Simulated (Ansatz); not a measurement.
# CeHf3O8: the cost of one run

Method: DFT PBE, scalar-relativistic, plane waves, PAW, in Ansatz 0.2.0.

3 further runs of the same task are left out: 2 that didn't finish, 1 set aside as unsound or not needed.

### 1 Starting point

The structure is tetragonal, space group P4/mmm (No. 123). The conventional cell has a = 3.855 Å, b = 3.855 Å, c = 10.904 Å, α = 90.00°, β = 90.00°, γ = 90.00°. Ce (site symmetry 4/mmm) has 8 O at 2.36 Å as nearest neighbours. Around Hf (site symmetry 4mm) lie 8 O at 2.36 Å. Hf (site symmetry 4/mmm) has 8 O at 2.36 Å as nearest neighbours. Around O (site symmetry 2mm) lie 2 Ce at 2.36 Å and 2 Hf at 2.36 Å. O (site symmetry 2mm) is surrounded by 4 Hf at 2.36 Å.

As a file:

```
Ce Hf O
1.0
     3.85516    0.00000    0.00000
     0.00000    3.85516    0.00000
     0.00000    0.00000   10.90404
Ce Hf O
1 3 8
Direct
  0.50000 0.50000 0.00000
  0.00000 0.00000 0.75000
  0.00000 0.00000 0.25000
  0.50000 0.50000 0.50000
  0.50000 0.00000 0.87500
  0.00000 0.50000 0.12500
  0.50000 0.00000 0.37500
  0.00000 0.50000 0.62500
  0.50000 0.00000 0.12500
  0.00000 0.50000 0.37500
  0.50000 0.00000 0.62500
  0.00000 0.50000 0.87500
```

The start is an ordering of an alloy on its end members' structure types: elements ordered on the sites of the CeO2 type, Hf/Ce on Ce (P4/mmm, No. 123).

### 2 A first look at the guess

input.yaml reads:

```yaml
crystal:
  lattice:
    - [3.85515954, 0.0, 0.0]
    - [0.0, 3.85515954, 0.0]
    - [0.0, 0.0, 10.9040378]
  atoms:
    - { symbol: Ce, position: [0.5, 0.5, 0.0] }
    - { symbol: Hf, position: [0.0, 0.0, 0.75] }
    - { symbol: Hf, position: [0.0, 0.0, 0.25] }
    - { symbol: Hf, position: [0.5, 0.5, 0.5] }
    - { symbol: O, position: [0.5, 0.0, 0.875] }
    - { symbol: O, position: [0.0, 0.5, 0.125] }
    - { symbol: O, position: [0.5, 0.0, 0.375] }
    - { symbol: O, position: [0.0, 0.5, 0.625] }
    - { symbol: O, position: [0.5, 0.0, 0.125] }
    - { symbol: O, position: [0.0, 0.5, 0.375] }
    - { symbol: O, position: [0.5, 0.0, 0.625] }
    - { symbol: O, position: [0.0, 0.5, 0.875] }
basis:
  ecutwfc: 420
kpoints:
  mp_grid: { grid: [4, 4, 2] }
hamiltonian:
  xc: pbe
scf:
  occupations: { method: gaussian, width: 0.1 }
  lower_state_search: "off"
output:
  forces: true
  stress: true
  eigenvalues: true
```

Started as:

```bash
$ ansatz run input.yaml --threads 1 --pin off --max-ram 2560MiB --backend cpu --events-out ev --progress --plain --runs-dir out
```

Q: Estimate wall time and peak memory on 1 thread of Arm Neoverse V2, shared host.

About 13 s, with a peak of 0.49 GiB.
